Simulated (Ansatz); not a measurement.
# TiNi: ferro- or antiferromagnet

Which arrangement of moments is lowest in this cell of TiNi? The runs shown use PAW and LAPW. Its runs: parallel moments (PAW and LAPW); no spin polarisation (PAW); moments start +- (PAW and LAPW).

Computed with Ansatz 0.2.0 (DFT LDA, with the methods named in each step, unless a step's input says otherwise).

## 1. Starting point

Symmetry: P4/mmm, No. 123, tetragonal system. Conventional cell: a = 2.736 Å, b = 2.736 Å, c = 3.581 Å, α = 90.00°, β = 90.00°, γ = 90.00°. Ti (site symmetry 4/mmm) is surrounded by 8 Ni at 2.64 Å and 4 Ti at 2.74 Å. Ni (site symmetry 4/mmm) has 8 Ti at 2.64 Å and 4 Ni at 2.74 Å as nearest neighbours.

Coordinates:

```
Ti Ni
1.0
     2.73580    0.00000    0.00000
     0.00000    2.73580    0.00000
     0.00000    0.00000    3.58141
Ti Ni
1 1
Cartesian
  1.3679 1.3679 1.7907
  0.0000 0.0000 0.0000
```

In patterns such as +-, the signs follow the magnetic atoms in the order of the input.

Atoms are numbered in the order of the input: Ti1, Ni2.

## 2. Parallel moments, PAW

Contents of input.yaml:

```yaml
crystal:
  lattice:
    - [2.735803, 0.0, 0.0]
    - [0.0, 2.735803, 0.0]
    - [0.0, 0.0, 3.58141]
  atoms:
    - { symbol: Ti, position: [0.5, 0.5, 0.5], spin: 1.0 }
    - { symbol: Ni, position: [0.0, 0.0, 0.0], spin: 1.5 }
magnetization:
  spin_polarized: true
kpoints:
  mp_grid: { grid: [12, 12, 9] }
scf:
  occupations: { method: fermi_dirac, width: 0.08 }
  lower_state_search: "off"
hamiltonian:
  xc: lda
  pseudopotentials: { kind: paw }
output:
  forces: true
  stress: true
  eigenvalues: true
  populations: true
```

Started as:

```bash
ansatz run input.yaml --threads 1 --pin off --max-ram 3072MiB --backend cpu --events-out ev --progress --plain --runs-dir out
```

## 3. Parallel moments, LAPW

input.yaml: that of step 2 with these lines changed.

```diff
@@ -17,3 +17,3 @@
   xc: lda
-  pseudopotentials: { kind: paw }
+  pseudopotentials: { kind: all_electron, lapw: { basis_error: 0.001 } }
 output:
```

## 4. No spin polarisation, PAW

Contents of input.yaml:

```yaml
crystal:
  lattice:
    - [2.735803, 0.0, 0.0]
    - [0.0, 2.735803, 0.0]
    - [0.0, 0.0, 3.58141]
  atoms:
    - { symbol: Ti, position: [0.5, 0.5, 0.5] }
    - { symbol: Ni, position: [0.0, 0.0, 0.0] }
kpoints:
  mp_grid: { grid: [12, 12, 9] }
scf:
  occupations: { method: fermi_dirac, width: 0.08 }
  lower_state_search: "off"
hamiltonian:
  xc: lda
  pseudopotentials: { kind: paw }
output:
  forces: true
  stress: true
  eigenvalues: true
```

## 5. Moments start +-, PAW

input.yaml: that of step 4 with these lines changed.

```diff
@@ -6,4 +6,6 @@
   atoms:
-    - { symbol: Ti, position: [0.5, 0.5, 0.5] }
-    - { symbol: Ni, position: [0.0, 0.0, 0.0] }
+    - { symbol: Ti, position: [0.5, 0.5, 0.5], spin: 1.0 }
+    - { symbol: Ni, position: [0.0, 0.0, 0.0], spin: -1.5 }
+magnetization:
+  spin_polarized: true
 kpoints:
@@ -20 +22,6 @@
   eigenvalues: true
+  populations: true
+  write_density: true
+  write_potential: true
+  elf: true
+  volumetric_format: npy
```

## 6. Moments start +-, LAPW

input.yaml: that of step 5 with these lines changed.

```diff
@@ -17,3 +17,3 @@
   xc: lda
-  pseudopotentials: { kind: paw }
+  pseudopotentials: { kind: all_electron, lapw: { basis_error: 0.001 } }
 output:
@@ -23,5 +23 @@
   populations: true
-  write_density: true
-  write_potential: true
-  elf: true
-  volumetric_format: npy
```

(Steps that only read results are left out.)

What does the calculation give? Wanted: lowest state (for each run or level that gives them).

As calculated:

```
                                        quantity                  value
lowest state (LAPW), reached from several starts  Ti1 0.00, Ni2 0.00 μB
 lowest state (PAW), reached from several starts  Ti1 0.00, Ni2 0.00 μB
                     its gain over no spin (PAW)           0.0 meV/cell
```

By LAPW the starts «parallel moments» and «moments start +-» end in one state, the lowest found. By PAW the starts «moments start +-» and «parallel moments» end in one state, the lowest found. In «parallel moments», «moments start +-» the moments died away, leaving the non-magnetic state. A run can end in another pattern than it began with. Only this cell's orders were tried, so longer waves of spin are out of reach.
